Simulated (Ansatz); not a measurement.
**CdFH3OSi: geometry and vibrations**

The task is to find a stationary geometry of CdFH3OSi, then compute its harmonic vibrations to see whether it is a minimum and to get the zero-point energy and entropy.

Method: RKS PBE0-D4/def2-TZVP; program: Ansatz 0.2.0, Gaussian basis.

Levels to be run: relaxation at PBE0-D4/def2-TZVP; harmonic vibrations at the same level.

1 further run of the same task is left out (set aside as unsound or not needed).

**1. Where the work starts**

SMILES `[F][Cd][O][SiH3]`, 7 atoms, charge 0, spin multiplicity 1.

Atoms are counted from 1 here; the program's logs count them from 0.

Bond lengths: F1–Cd2 1.930 Å, Cd2–O3 1.927 Å, O3–Si4 1.615 Å, Si4–H5 1.482 Å, Si4–H6 1.477 Å, Si4–H7 1.466 Å. Angles: F1–Cd2–O3 117.3°, Cd2–O3–Si4 121.3°, O3–Si4–H5 111.0°, O3–Si4–H6 112.2°, O3–Si4–H7 98.8°, H5–Si4–H6 110.0°, H5–Si4–H7 112.3°, H6–Si4–H7 112.1°.

As a file:

```xyz
7
charge 0, multiplicity 1
F    -0.68540   -2.11110    1.70369
Cd   -1.33589   -1.73241   -0.07296
O    -0.77481   -0.07734   -0.88541
Si    0.45129    0.78254   -0.27993
H     1.71018    0.00012   -0.29970
H     0.17474    1.26121    1.08965
H     0.45988    1.87698   -1.25535
```

The start is a GFN2-xTB geometry. Cd takes the def2 core potential; no spin-orbit term is included.

**2. Geometry optimisation, PBE0-D4/def2-TZVP**

The input, in.yaml:

```yaml
crystal:
  periodic: [false, false, false]
  atoms:
    - {symbol: F, position_ang: [-0.685400, -2.111100, 1.703690]}
    - {symbol: Cd, position_ang: [-1.335890, -1.732410, -0.072960]}
    - {symbol: O, position_ang: [-0.774810, -0.077340, -0.885410]}
    - {symbol: Si, position_ang: [0.451290, 0.782540, -0.279930]}
    - {symbol: H, position_ang: [1.710180, 0.000120, -0.299700]}
    - {symbol: H, position_ang: [0.174740, 1.261210, 1.089650]}
    - {symbol: H, position_ang: [0.459880, 1.876980, -1.255350]}
basis:
  gaussian: {orbitals: def2-TZVP}
hamiltonian: {xc: pbe0, dispersion: d4}
relax: {f_tol: 0.005, max_steps: 150}
```

Further steps of the session: Vibrations by finite differences.

**Question.** What will the summary of the whole plan be? Wanted: point group; shift from the start; total energy; dispersion term; dipole moment; lowest, highest wavenumber; zero-point energy.

The runs gave:

| quantity | value |
| --- | --- |
| point group | C1 |
| steps | 11 |
| shift from the start (rms) | 0.716 Å |
| total energy | -17251.0535 eV |
| dispersion term | -113 meV |
| dipole moment | 0.62 D |
| lowest, highest wavenumber | 40, 2223 cm⁻¹ |
| zero-point energy | 19.2 kcal/mol |
| entropy at 298.15 K | 354.9 J/(mol K) |

The atoms moved 0.72 Å (rms) from the start; the bond that changed most is Si4–H7, from 1.466 to 1.486 Å. All wavenumbers are real, so the end point is a minimum. The stiffest mode, 2223 cm⁻¹, is an Si–H stretch, and 4 modes under 200 cm⁻¹ make the vibrational entropy uncertain. Harmonic hybrid wavenumbers usually lie a few per cent above measured fundamentals. The largest Mulliken charge, +1.01 e, sits on Cd2.
